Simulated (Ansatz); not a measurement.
# CH5NOSi: taking an electron away

The task here is to estimate one member of a computed series from the others.

Computed with Ansatz 0.2.0, Gaussian basis. Level: unrestricted cation, the program's frozen cores in correlated methods.

Levels to be run: UKS PBE-D4/def2-TZVPP; UKS r2SCAN-D4/def2-TZVPP; UKS PBE0-D4/def2-TZVPP; UKS B3LYP-D4/def2-TZVPP; UKS wB97X-V/def2-TZVPP; UKS wB97M-V/def2-TZVPP; UKS B2PLYP/def2-TZVPP; UHF-MP2/def2-TZVPP; UHF-MP2/def2-QZVPP; then −ε(HOMO) from the neutral's earlier runs with LDA (SPW92), PBE-D4, revPBE-D4, BLYP-D4, r2SCAN-D4, B97M-V, PBE0-D4, B3LYP-D4, r2SCANh-D4, r2SCAN0-D4, HSE06-D4, BHLYP-D4, CAM-B3LYP-D4, LC-ωPBE, ωB97X-V, ωB97M-V.

1 further run of the same task is left out (it didn't finish).

### Structure used throughout

An earlier PBE0-D4 in a triple-zeta def2 set relaxation fixed the geometry.

SMILES `C1N[SiH2]O1`, 9 atoms, charge 0, spin multiplicity 1.

Atoms are counted from 1 here; the program's logs count them from 0.

Bond lengths: C1–N2 1.468 Å, C1–O4 1.436 Å, C1–H5 1.095 Å, C1–H6 1.097 Å, N2–Si3 1.726 Å, N2–H7 1.006 Å, Si3–O4 1.668 Å, Si3–H8 1.491 Å, Si3–H9 1.484 Å. Angles: N2–C1–O4 99.7°, N2–C1–H5 113.1°, N2–C1–H6 113.7°, O4–C1–H5 109.5°, O4–C1–H6 110.7°, H5–C1–H6 109.7°, C1–N2–Si3 87.4°, C1–N2–H7 118.3°, Si3–N2–H7 129.6°, N2–Si3–O4 81.7°, N2–Si3–H8 118.1°, N2–Si3–H9 117.7°, O4–Si3–H8 115.5°, O4–Si3–H9 114.4°, H8–Si3–H9 107.9°, C1–O4–Si3 90.7°.

As a file:

```xyz
9
CH5NOSi
C    -0.8008    0.7296    0.1217
N    -0.0908    0.0390   -0.9612
Si    0.7272   -0.8671    0.2595
O    -0.3208   -0.0237    1.2461
H    -1.8897    0.6307    0.0539
H    -0.5316    1.7885    0.2206
H     0.2873    0.5918   -1.7113
H     2.1762   -0.5966    0.4808
H     0.5315   -2.3385    0.2729
```

Set-up of the first run:

Contents of in.yaml:

```yaml
crystal:
  periodic: [false, false, false]
  atoms:
    - {symbol: C, position_ang: [-0.800821, 0.729622, 0.121725]}
    - {symbol: N, position_ang: [-0.090764, 0.038960, -0.961183]}
    - {symbol: Si, position_ang: [0.727212, -0.867051, 0.259505]}
    - {symbol: O, position_ang: [-0.320789, -0.023690, 1.246060]}
    - {symbol: H, position_ang: [-1.889661, 0.630652, 0.053917]}
    - {symbol: H, position_ang: [-0.531625, 1.788521, 0.220586]}
    - {symbol: H, position_ang: [0.287348, 0.591764, -1.711296]}
    - {symbol: H, position_ang: [2.176211, -0.596611, 0.480837]}
    - {symbol: H, position_ang: [0.531488, -2.338466, 0.272851]}
basis:
  gaussian: {orbitals: def2-TZVPP}
total_charge: 1
magnetization: {spin_polarized: true, initial_magnetization: 1}
hamiltonian: {xc: pbe, dispersion: d4}
```

Among the steps run: Cation, UKS PBE-D4/def2-TZVPP; Cation, UKS r2SCAN-D4/def2-TZVPP; Cation, UKS PBE0-D4/def2-TZVPP; Cation, UKS B3LYP-D4/def2-TZVPP; Cation, UKS wB97X-V/def2-TZVPP; Cation, UKS wB97M-V/def2-TZVPP; Cation, UKS B2PLYP (frozen core)/def2-TZVPP; Cation, UHF-MP2/def2-TZVPP; Cation, UHF-MP2/def2-QZVPP.

One table of the session follows, with a row left open; its other results are not shown here.

It belongs to the step «Ionisation energies side by side». For comparison, −ε(HOMO) of the neutral from earlier runs:

| functional | −ε(HOMO) (eV) |
| --- | --- |
| LDA (SPW92) | 5.80 |
| PBE-D4 | 5.71 |
| revPBE-D4 | 5.67 |
| BLYP-D4 | 5.61 |
| r2SCAN-D4 | 5.98 |
| B97M-V | 6.14 |
| PBE0-D4 | 7.11 |
| B3LYP-D4 | 6.90 |
| r2SCANh-D4 | 6.51 |
| r2SCAN0-D4 | 7.30 |
| HSE06-D4 | ? |
| BHLYP-D4 | 8.46 |
| CAM-B3LYP-D4 | 8.53 |
| LC-ωPBE | 9.89 |
| ωB97X-V | 9.54 |
| ωB97M-V | 9.44 |

**Question.** Estimate the row for HSE06-D4.

As computed: −ε(HOMO) (eV): 6.70. In the column «−ε(HOMO) (eV)» it lies between r2SCANh-D4 (6.51) and B3LYP-D4 (6.90).
